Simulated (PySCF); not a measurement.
# From one method to the next for AlI⁻

Aim: see what other levels and later steps give for AlI⁻.

Computed with PySCF 2.14.0. Level: method and basis as typed in the scripts.

4 further runs of the same task are left out: 4 that didn't finish.

### Step 1. Starting geometry

AlI⁻: 2 atoms, charge -1, spin multiplicity 2.

Bond lengths: Al1–I2 2.345 Å.

### Step 2. The base run

File input.py:

```python
from pyscf import gto, dft

mol = gto.M(
    atom='Al 0 0 0; I 0 0 2.345',
    basis='sbkjc',
    ecp={'Al': 'sbkjc', 'I': 'sbkjc'},
    charge=-1,
    spin=1,
    verbose=4,
)
mf = dft.ROKS(mol, xc='bp86')
mf.kernel()
mf.dip_moment()
print('orbital energies (hartree):', mf.mo_energy[..., max(0, mol.nelec[1]-3):mol.nelec[0]+3].round(4))
```

Started as:

```console
$ OMP_NUM_THREADS=1 python input.py
```

### Step 3. Population analysis

Edit 1 changes step after the SCF: none → analyze.

Changes to input.py since step 2:

```diff
@@ -12,2 +12,3 @@
 mf.kernel()
+mf.mulliken_pop()
 mf.dip_moment()
```

### Step 4. B3pw91

Edit 2 changes functional: bp86 → b3pw91.

Changes to input.py since step 2:

```diff
@@ -10,3 +10,3 @@
 )
-mf = dft.ROKS(mol, xc='bp86')
+mf = dft.ROKS(mol, xc='b3pw91')
 mf.kernel()
```

### Step 5. Gradient

Edit 3 changes step after the SCF: none → gradient.

Changes to input.py since step 2:

```diff
@@ -12,2 +12,5 @@
 mf.kernel()
+g = mf.nuc_grad_method()
+g.grid_response = True
+g.kernel()
 mf.dip_moment()
```

### Step 6. MP2 (UHF)

Edit 4 changes step after the SCF: none → mp2; SCF type: ROKS → UHF; functional: bp86 → none (Hartree–Fock).

File input.py:

```python
from pyscf import gto, scf, mp

mol = gto.M(
    atom='Al 0 0 0; I 0 0 2.345',
    basis='sbkjc',
    ecp={'Al': 'sbkjc', 'I': 'sbkjc'},
    charge=-1,
    spin=1,
    verbose=4,
)
mf = scf.UHF(mol)
mf.kernel()
mp.MP2(mf).kernel()
mf.dip_moment()
print('orbital energies (hartree):', [e[max(0, n-3):n+3].round(4) for e, n in zip(mf.mo_energy, mol.nelec)])
```

Before running it: what results should come out? Wanted: for each run, E(SCF); from base; gap, α spin; after the SCF.

As calculated:

```csv
run,E(SCF) (hartree),from base (eV),cycles,"gap, α spin (eV)",after the SCF
base,-13.517229,0,7,n/a,n/a
population analysis,-13.517229,0.0000,7,n/a,n/a
b3pw91,-13.502355,not comparable,7,n/a,n/a
gradient,-13.517229,0.0000,7,n/a,n/a
MP2 (UHF),-13.144477,not comparable,10,5.53,MP2 correlation -0.943 eV
```

What this shows: A lower total energy from another functional means nothing by itself.
